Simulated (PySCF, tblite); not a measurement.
# CH₃BrClSi radical: geometry, infrared bands and EPR parameters

Wanted: the infrared bands and EPR parameters of CH₃BrClSi radical (`Cl[CH][SiH2]Br`), by calculation.

Programs: tblite 0.8.0 and PySCF 2.14.0, with density-fitted response routines of our own. Each step states its level of theory. These are calculated values for one molecule in the gas phase, unless marked as measured. Atoms count from 0, in the outputs and in this text.

**1. The starting structure**

7 atoms, charge 0, multiplicity 2; geometry from: force field or distance geometry start.

Bonds of the start (Å): Cl0–C1 1.70, C1–Si2 1.81, Si2–Br3 2.20, C1–H4 1.09, Si2–H5 1.49, Si2–H6 1.48.

**2. Relaxing the molecule with GFN2-xTB**

Job settings and geometry (Å):

```
{"job": {"kind": "relax", "xc": "GFN2-xTB", "basis": "xTB"}, "charge": 0, "multiplicity": 2}
Cl    -2.400400     0.223800    -0.756400
C     -0.996900    -0.359300     0.000800
Si     0.675500     0.343400     0.009700
Br     2.127500    -1.264000     0.389800
H     -1.187900    -1.277400     0.565700
H      0.982400     0.965600    -1.306600
H      0.803200     1.372700     1.069900
```

Launch:

```sh
$ OMP_NUM_THREADS=1 python probes_run.py task.json out
```

This one command runs all jobs of the session in turn.

**Question.** This job is followed by: GFN2-xTB harmonic vibrations, gas phase; UKS B3LYP, def2-TZVP-core on Br, pcH-1 on C Cl H Si, non-relativistic, mean-field spin-orbit, GIAO. What will the session give for the following? strongest single infrared mode (GFN2-xTB); zero-point energy (GFN2-xTB); g(iso) (B3LYP); ⟨S²⟩; largest a(iso) (averaged by class); potential on the surface of density 0.002 e/bohr³, 1st and 99th percentile.

The runs gave:

```
                                                                  quantity                 value
                                 strongest single infrared mode (GFN2-xTB)  716 cm⁻¹, 497 km/mol
                                              zero-point energy (GFN2-xTB)         20.3 kcal/mol
                                                            g(iso) (B3LYP)               2.00752
                                                                      ⟨S²⟩    0.754 (exact 0.75)
                                        largest a(iso) (averaged by class)   13C on C1, 90.0 MHz
potential on the surface of density 0.002 e/bohr³, 1st and 99th percentile    -0.38 V and 1.40 V
```

What this shows: The optimisation took 40 steps and gained 0.114 eV; among the close pairs (by a distance rule), C1–Si2 changed most, from 1.814 to 1.849 Å. All 15 modes are real, so the xTB geometry is a minimum. The strongest single mode, at 716 cm⁻¹, moves mainly H5 and H6. GFN2-xTB is a fitted tight-binding method: band positions and strengths are rough. Its intensities can rank the bands wrongly. Most of the unpaired spin sits on C1 (0.89 e). The isotropic g lies 5.2 ppt above the free-electron value. The hyperfine terms hold no scalar relativity, which the heavier nuclei need.
